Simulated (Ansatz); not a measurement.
**CH6O2SiSn: a ladder of functionals and wavefunction methods**

An exercise on one series of results from a longer session: the logs are not shown, and one member is left open.

Program: Ansatz 0.2.0, Gaussian basis. Level of theory: functionals in def2-TZVPP, the program's frozen cores in correlated methods. These are calculated values, not measurements.

Plan: LDA (SPW92), PBE-D4, revPBE-D4, BLYP-D4, r2SCAN-D4, B97M-V, PBE0-D4, B3LYP-D4, r2SCANh-D4, r2SCAN0-D4, HSE06-D4, BHLYP-D4, CAM-B3LYP-D4, LC-ωPBE, ωB97X-V, ωB97M-V, B2PLYP, PBE-QIDH; CCSD(T)/def2-SVP; CCSD(T)/def2-TZVPP; MP2/def2-QZVPP; extrapolation to the limit; RPA on PBE.

### The relaxed structure

An earlier PBE0-D4 in a triple-zeta def2 set relaxation fixed the geometry. Sn takes the def2 core potential; no spin-orbit term is included.

SMILES `O[Si]1([SnH3])CO1`, 11 atoms, charge 0, spin multiplicity 1.

Atoms are counted from 1 here; the program's logs count them from 0.

Bond lengths: O1–Si2 1.636 Å, O1–H6 0.958 Å, Si2–Sn3 2.554 Å, Si2–C4 1.800 Å, Si2–O5 1.655 Å, Sn3–H7 1.702 Å, Sn3–H8 1.706 Å, Sn3–H9 1.708 Å, C4–O5 1.488 Å, C4–H10 1.088 Å, C4–H11 1.089 Å. Angles: Si2–O1–H6 118.7°, O1–Si2–Sn3 114.6°, O1–Si2–C4 118.1°, O1–Si2–O5 118.3°, Sn3–Si2–C4 124.4°, Sn3–Si2–O5 114.9°, C4–Si2–O5 50.8°, Si2–Sn3–H7 109.3°, Si2–Sn3–H8 110.8°, Si2–Sn3–H9 110.3°, H7–Sn3–H8 109.2°, H7–Sn3–H9 109.3°, H8–Sn3–H9 107.9°, Si2–C4–O5 59.6°, Si2–C4–H10 124.0°, Si2–C4–H11 120.3°, O5–C4–H10 112.9°, O5–C4–H11 112.2° and more.

Set-up of the first run:

File in.yaml:

```yaml
crystal:
  periodic: [false, false, false]
  atoms:
    - {symbol: O, position_ang: [-1.285787, 1.601465, 0.587827]}
    - {symbol: Si, position_ang: [-0.187447, 0.607020, -0.105965]}
    - {symbol: Sn, position_ang: [-0.274092, -1.809454, 0.716837]}
    - {symbol: C, position_ang: [1.233031, 1.351359, -0.923483]}
    - {symbol: O, position_ang: [0.116200, 0.781485, -1.723869]}
    - {symbol: H, position_ang: [-2.124442, 1.234333, 0.870394]}
    - {symbol: H, position_ang: [0.928841, -2.716271, -0.074689]}
    - {symbol: H, position_ang: [-0.017283, -1.884348, 2.402046]}
    - {symbol: H, position_ang: [-1.804060, -2.493493, 0.388658]}
    - {symbol: H, position_ang: [2.177490, 0.838214, -1.089919]}
    - {symbol: H, position_ang: [1.303046, 2.432791, -1.027136]}
basis:
  gaussian: {orbitals: def2-TZVPP}
hamiltonian: {xc: lda}
output: {orbitals: {seedname: orbitals}}
```

Among the steps run: LDA; PBE-D4 (GGA); revPBE-D4 (GGA); BLYP-D4 (GGA); r2SCAN-D4 (meta-GGA); B97M-V (meta-GGA); PBE0-D4 (hybrid); B3LYP-D4 (hybrid); r2SCANh-D4 (hybrid); r2SCAN0-D4 (hybrid); HSE06-D4 (hybrid); BHLYP-D4 (hybrid); CAM-B3LYP-D4 (range-separated); LC-ωPBE (range-separated); ωB97X-V (range-separated); ωB97M-V (range-separated); B2PLYP (double hybrid); PBE-QIDH (double hybrid).

One of the session's tables, all rows but one given; the rest of the session is left out.

It belongs to the step «Frontier levels by functional». 

| functional | HOMO (eV) | gap (eV) |
| --- | --- | --- |
| LDA (SPW92) | -6.26 | 4.73 |
| PBE-D4 | -6.11 | 4.75 |
| revPBE-D4 | -6.05 | 4.78 |
| BLYP-D4 | -5.98 | 4.74 |
| r2SCAN-D4 | -6.34 | 5.20 |
| B97M-V | -6.41 | 5.13 |
| PBE0-D4 | -7.36 | 6.76 |
| B3LYP-D4 | -7.15 | 6.34 |
| r2SCANh-D4 | ? | ? |
| r2SCAN0-D4 | -7.52 | 7.03 |
| HSE06-D4 | -6.96 | 5.99 |
| BHLYP-D4 | -8.49 | 8.67 |
| CAM-B3LYP-D4 | -8.69 | 9.05 |
| LC-ωPBE | -10.01 | 11.45 |
| ωB97X-V | -9.67 | 10.97 |
| ωB97M-V | -9.53 | 10.55 |

Estimate the missing values for r2SCANh-D4.

Worked estimate for «HOMO (eV)». Against the share of exact exchange, r2SCAN-D4 (0, -6.34), r2SCAN0-D4 (0.25, -7.52) give a slope of -4.72 per unit share; at 0.1 the line stands at -6.81.

As computed: HOMO (eV): -6.81; gap (eV): 5.93. In «HOMO (eV)» the line misses by 0.00.
